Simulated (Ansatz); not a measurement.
Te, space group R-3m, an equation of state with a fit

With the Ansatz DFT code, driven from Python.

Typed at the interpreter:
```pycon
>>> import ansatz
>>> from ase.eos import EquationOfState
>>> from ase.units import GPa
>>> import numpy as np
>>> vectors0 = np.array([
...     [2.305904, 1.331314, 1.690954],
...     [-2.305904, 1.331314, 1.690954],
...     [0.0, -2.662629, 1.690954],
... ])
>>> sites = [
...     ("Te", (0.5, 0.5, 0.5)),
... ]
>>> def make_crystal(cell):
...     crystal = ansatz.Crystal(lattice=ansatz.Lattice.of(cell))
...     for symbol, position in sites:
...         crystal = crystal.atom(symbol, position)
...     return crystal
...
>>> # uniform scaling of the cell
>>> volumes, energies, pressures = [], [], []
>>> for scale in np.linspace(0.94, 1.06, 7):
...     cell = vectors0 * scale ** (1 / 3)
...     base = (
...         make_crystal(cell).calculation()
...         .functional("lda")
...         .basis(470)
...         .occupations("fermi_dirac", width=0.15)
...         .kpoints(7, 7, 7)
...         .stress()
...     )
...     rep = base.run(threads=1, pin="off").report
...     volumes.append(abs(np.linalg.det(cell)) / len(sites))
...     energies.append(rep["free_energy_ev"] / len(sites))
...     pressures.append(np.trace(rep["stress_gpa"]) / 3)
...     print(f"V = {volumes[-1]:8.4f} A^3/atom  F = {energies[-1]:.5f} eV/atom  P = {pressures[-1]:8.3f} GPa")
...
V =  29.2774 A^3/atom  F = -6827.15942 eV/atom  P =    2.625 GPa
V =  29.9003 A^3/atom  F = -6827.16672 eV/atom  P =    1.156 GPa
V =  30.5233 A^3/atom  F = -6827.16862 eV/atom  P =   -0.148 GPa
V =  31.1462 A^3/atom  F = -6827.16575 eV/atom  P =   -1.306 GPa
V =  31.7691 A^3/atom  F = -6827.15863 eV/atom  P =   -2.334 GPa
V =  32.3920 A^3/atom  F = -6827.14775 eV/atom  P =   -3.245 GPa
V =  33.0150 A^3/atom  F = -6827.13353 eV/atom  P =   -4.052 GPa
>>> eos = EquationOfState(volumes, energies, eos="sj")
>>> v0, e0, bulk = eos.fit()
>>> print(f"V0 = {v0:.4f} A^3/atom, E0 = {e0:.5f} eV/atom, B = {bulk / GPa:.1f} GPa")
V0 = 30.4486 A^3/atom, E0 = -6827.16866 eV/atom, B = 60.9 GPa
>>> eos.plot("eos.png")
<Axes: title={'center': 'sj: E: -6827.169 eV, V: 30.449 Å$^3$, B: 60.918 GPa'}, xlabel='volume [Å$^3$]', ylabel='energy [eV]'>
```

A third-order Birch-Murnaghan fit through the 7 points (the script's own form differs a little) has its minimum at 30.45 Å³ an atom, 2.2 % below the typed cell, with a bulk modulus of 61 GPa and dB/dP = 4.8. From that minimum the energy rises by 9.2 meV an atom on the compressed side and 35.1 meV on the expanded side.

What to keep in mind:
- Total energies depend on the potentials; only differences at equal settings carry meaning.
- Shape and fractional positions are held along the curve, so the bulk modulus is an upper value where they are free to relax, by a factor of two or more in layered or hydrogen-bonded cells.
- For a metal this k-point mesh is coarse: on a finer one energies can move by several to tens of meV an atom and pressures by half a GPa or more, differences at one mesh by less.
- The smearing is wide enough that free energy and stress hold a thermal part of the electrons.
- Pressure is positive in compression.
- This isn't the structure that Te takes at ambient conditions.
- Wall time of the script: 6.8 s on 1 thread of AMD EPYC 7B13 (Zen 3) (shared host), peak memory 0.38 GiB.

(Lines on the test bed's own set-up are left out of the output.)
